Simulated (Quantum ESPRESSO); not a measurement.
**WS: zone-centre phonons under several settings**

```
W S
1.0
     3.44485    0.00000    0.00000
     0.00000    3.44485    0.00000
     0.00000    0.00000    3.44485
W S
1 1
Direct
  0.50000 0.50000 0.50000
  0.00000 0.00000 0.00000
```

The cell was built by a generator and needn't be a form met in nature.

All runs used Quantum ESPRESSO 7.5; potentials SPMS 1.0 PBE; k mesh 6 × 6 × 6, shifted; relaxed cell; no spin polarisation; cutoff 912 eV; occupations fermi-dirac, width 0.05 eV.

```tsv
level	volume (Å³/atom)	lowest optical mode without the field (cm⁻¹)
PBE	13.63	194
PBE+D2	12.84	240
PBE+D3(BJ)	13.20	221
rPW86PBE+rVV10	14.07	176
rev-vdW-DF2	?	?
```

**Question.** What stands in the row left open?

**Answer.** Volume 13.55 Å³/atom; lowest optical mode without the field 202 cm⁻¹.

Caveats: the mesh is thin for the phonons of a metal; the volume moved by over 15 % at a fixed basis, so the end points are rough; pairwise dispersion overbinds metals, which lowers pressure and volume (some runs); the potentials were made for another functional, which shifts forces and pressure (some runs).

For the row left open. Caveat: the k mesh is coarse; the mesh is thin for the phonons of a metal; the potentials were made for another functional, which shifts forces and pressure; the volume moved by over 15 % at a fixed basis, so the end points are rough.
